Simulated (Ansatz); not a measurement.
Relaxation of a periodic cell of 33 atoms, Al₃₂C (host Al, host structure fcc, interstitial C), to a largest force component of 0.03 eV/Å in at most 60 steps.

Level of theory: DFT LDA, scalar-relativistic, plane waves, PAW (Ansatz 0.2.0). Settings: cutoff 420 eV, k mesh 2x2x2, gaussian smearing 0.15 eV, no spin polarisation.

```xyz
33
Lattice="8.1000 0.0000 0.0000 0.0000 8.1000 0.0000 0.0000 0.0000 8.1000" Properties=species:S:1:pos:R:3:forces:R:3
Al 4.050 0.000 0.000 0.79 -0.05 -0.05
Al 6.075 2.025 0.000 0.01 0.11 0.01
Al 6.075 0.000 2.025 0.01 0.01 0.11
Al 0.000 0.000 0.000 -1.12 -0.07 -0.06
Al 2.025 2.025 0.000 0.03 1.59 -0.07
Al 4.050 4.050 0.000 0.10 -0.02 0.01
Al 6.075 6.075 0.000 0.01 -0.10 0.01
Al 2.025 0.000 2.025 0.03 -0.08 1.48
Al 4.050 2.025 2.025 0.23 0.21 0.21
Al 6.075 4.050 2.025 0.00 -0.01 -0.13
Al 4.050 0.000 4.050 0.10 0.01 -0.02
Al 6.075 2.025 4.050 0.00 -0.14 0.00
Al 6.075 0.000 6.075 0.01 0.01 -0.10
Al 0.000 4.050 0.000 -0.10 -0.02 0.01
Al 2.025 6.075 0.000 0.02 -0.54 -0.04
Al 0.000 2.025 2.025 -0.24 0.23 0.24
Al 2.025 4.050 2.025 0.00 -0.02 0.11
Al 4.050 6.075 2.025 0.15 -0.16 0.14
Al 0.000 0.000 4.050 -0.11 0.01 -0.02
Al 2.025 2.025 4.050 0.00 0.11 -0.02
Al 4.050 4.050 4.050 -0.12 -0.01 -0.01
Al 6.075 6.075 4.050 0.00 0.11 -0.01
Al 2.025 0.000 6.075 0.02 -0.05 -0.58
Al 4.050 2.025 6.075 0.16 0.14 -0.17
Al 6.075 4.050 6.075 0.00 -0.01 0.11
Al 0.000 6.075 2.025 -0.17 -0.19 0.16
Al 0.000 4.050 4.050 0.13 -0.01 -0.01
Al 2.025 6.075 4.050 0.00 -0.10 -0.01
Al 0.000 2.025 6.075 -0.18 0.17 -0.19
Al 2.025 4.050 6.075 0.00 -0.02 -0.10
Al 4.050 6.075 6.075 0.10 -0.10 -0.10
Al 0.000 6.075 6.075 -0.11 -0.13 -0.12
C 2.001 8.174 0.064 0.29 -0.92 -0.79
```

Task: Where does it end, and by what steps?

Result: The run converged. The force dipped under the threshold on the way, but the program's further checks kept it going. After 4 steps the energy has fallen by 0.389 eV; C33 moved furthest, 0.09 Å.

| step | energy less start (eV) | largest force component (eV/Å) | accepted |
| --- | --- | --- | --- |
| 0 | 0.0000 | 1.587 | yes |
| 1 | -0.2952 | 0.832 | yes |
| 2 | -0.3775 | 0.219 | yes |
| 3 | -0.3886 | 0.027 | yes |
| 4 | -0.3886 | 0.027 | yes |

```xyz
33
Lattice="8.1000 0.0000 0.0000 0.0000 8.1000 0.0000 0.0000 0.0000 8.1000" Properties=species:S:1:pos:R:3
Al 4.136 0.004 0.003
Al 6.075 2.049 0.002
Al 6.075 0.002 2.048
Al -0.088 0.003 0.003
Al 2.024 2.116 0.003
Al 4.071 4.049 0.001
Al 6.075 6.055 0.001
Al 2.024 0.003 2.115
Al 4.090 2.065 2.065
Al 6.074 4.053 2.018
Al 4.071 0.001 4.049
Al 6.074 2.019 4.053
Al 6.075 0.001 6.055
Al -0.022 4.049 0.001
Al 2.024 5.991 0.003
Al -0.042 2.067 2.067
Al 2.024 4.049 2.049
Al 4.085 6.039 2.059
Al -0.022 0.002 4.049
Al 2.024 2.049 4.049
Al 4.039 4.053 4.053
Al 6.074 6.089 4.053
Al 2.024 0.004 5.991
Al 4.086 2.059 6.039
Al 6.074 4.053 6.088
Al -0.037 6.038 2.061
Al 0.008 4.053 4.053
Al 2.025 6.055 4.049
Al -0.038 2.062 6.037
Al 2.025 4.049 6.055
Al 4.079 6.045 6.045
Al -0.030 6.043 6.043
C 2.023 8.105 0.005
```

Whether the end is a true minimum wasn't checked by a vibrational analysis.

The run took 34 s on 2 threads of Intel(R) Xeon(R) Platinum 8259CL CPU @ 2.50GHz (Skylake/Cascade Lake), on a shared host, peak memory 1.1 GiB.
